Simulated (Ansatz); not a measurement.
# C2H8AsN: a ladder of functionals and wavefunction methods

An exercise on one series of results from a longer session: the logs are not shown, and one member is left open.

Program: Ansatz 0.2.0, Gaussian basis. Level of theory: functionals in def2-TZVPP, the program's frozen cores in correlated methods. These are calculated values, not measurements.

Plan: PBE-D4, r2SCAN-D4, PBE0-D4, B3LYP-D4, ωB97X-V, ωB97M-V, B2PLYP; CCSD(T)/def2-TZVPP; MP2/def2-QZVPP; extrapolation to the limit.

### The geometry

An earlier PBE0-D4 in a triple-zeta def2 set relaxation fixed the geometry.

SMILES `CC[AsH]N`, 12 atoms, charge 0, spin multiplicity 1.

Atoms are counted from 1 here; the program's logs count them from 0.

Bond lengths: C1–C2 1.518 Å, C1–H5 1.093 Å, C1–H6 1.093 Å, C1–H7 1.093 Å, C2–As3 1.968 Å, C2–H8 1.092 Å, C2–H9 1.092 Å, As3–N4 1.854 Å, As3–H10 1.539 Å, N4–H11 1.010 Å, N4–H12 1.011 Å. Angles: C2–C1–H5 111.2°, C2–C1–H6 111.4°, C2–C1–H7 111.6°, H5–C1–H6 107.5°, H5–C1–H7 107.4°, H6–C1–H7 107.5°, C1–C2–As3 111.8°, C1–C2–H8 111.5°, C1–C2–H9 111.3°, As3–C2–H8 108.6°, As3–C2–H9 105.9°, H8–C2–H9 107.3°, C2–As3–N4 97.0°, C2–As3–H10 93.8°, N4–As3–H10 100.5°, As3–N4–H11 111.3°, As3–N4–H12 114.7°, H11–N4–H12 108.8°.

Geometry (Å):

```tsv
atom	x (Å)	y (Å)	z (Å)
C1	-0.06499	1.85387	-0.16744
C2	-0.56615	0.42205	-0.11800
As3	0.85050	-0.86537	-0.57437
N4	-0.02258	-2.38628	0.02799
H5	-0.87072	2.56213	0.04184
H6	0.72398	2.02693	0.56940
H7	0.34284	2.10385	-1.15069
H8	-0.96170	0.17057	0.86875
H9	-1.36720	0.25593	-0.84207
H10	1.70083	-0.52164	0.66126
H11	0.42313	-3.22540	-0.31579
H12	-0.11105	-2.45184	1.03301
```

The first run:

in.yaml

```yaml
crystal:
  periodic: [false, false, false]
  atoms:
    - {symbol: C, position_ang: [-0.064991, 1.853867, -0.167435]}
    - {symbol: C, position_ang: [-0.566148, 0.422046, -0.118001]}
    - {symbol: As, position_ang: [0.850501, -0.865367, -0.574375]}
    - {symbol: N, position_ang: [-0.022578, -2.386279, 0.027992]}
    - {symbol: H, position_ang: [-0.870715, 2.562134, 0.041840]}
    - {symbol: H, position_ang: [0.723979, 2.026931, 0.569400]}
    - {symbol: H, position_ang: [0.342839, 2.103853, -1.150694]}
    - {symbol: H, position_ang: [-0.961702, 0.170574, 0.868753]}
    - {symbol: H, position_ang: [-1.367201, 0.255925, -0.842066]}
    - {symbol: H, position_ang: [1.700827, -0.521636, 0.661262]}
    - {symbol: H, position_ang: [0.423135, -3.225405, -0.315789]}
    - {symbol: H, position_ang: [-0.111046, -2.451844, 1.033013]}
basis:
  gaussian: {orbitals: def2-TZVPP}
hamiltonian: {xc: pbe, dispersion: d4}
output: {forces: true, orbitals: {seedname: orbitals}}
```

Launch:

```sh
ansatz run in.yaml --threads 4 --pin off --events-out ev --progress --plain --max-ram 10444MiB
```

Among the steps run: PBE-D4 (GGA); r2SCAN-D4 (meta-GGA); PBE0-D4 (hybrid); B3LYP-D4 (hybrid); ωB97X-V (range-separated); ωB97M-V (range-separated); B2PLYP (double hybrid); CCSD(T) in def2-TZVPP; MP2 in def2-QZVPP.

One table of the session follows, with a row left open; its other results are not shown here.

```
            method  atomisation energy (kcal/mol)
            PBE-D4                         1005.8
         r2SCAN-D4                          986.1
           PBE0-D4                          989.1
          B3LYP-D4                          993.5
           ωB97X-V                          994.5
           ωB97M-V                          990.7
            B2PLYP                          978.7
     HF/def2-TZVPP                          698.4
    MP2/def2-TZVPP                          965.2
   CCSD/def2-TZVPP                              ?
CCSD(T)/def2-TZVPP                          962.9
           MP2/CBS                          990.3
       CCSD(T)/CBS                          988.0
```

Estimate the missing values for CCSD/def2-TZVPP.

As computed: atomisation energy (kcal/mol): 949.4. In the column «atomisation energy (kcal/mol)» it lies between HF/def2-TZVPP (698.4) and CCSD(T)/def2-TZVPP (962.9).
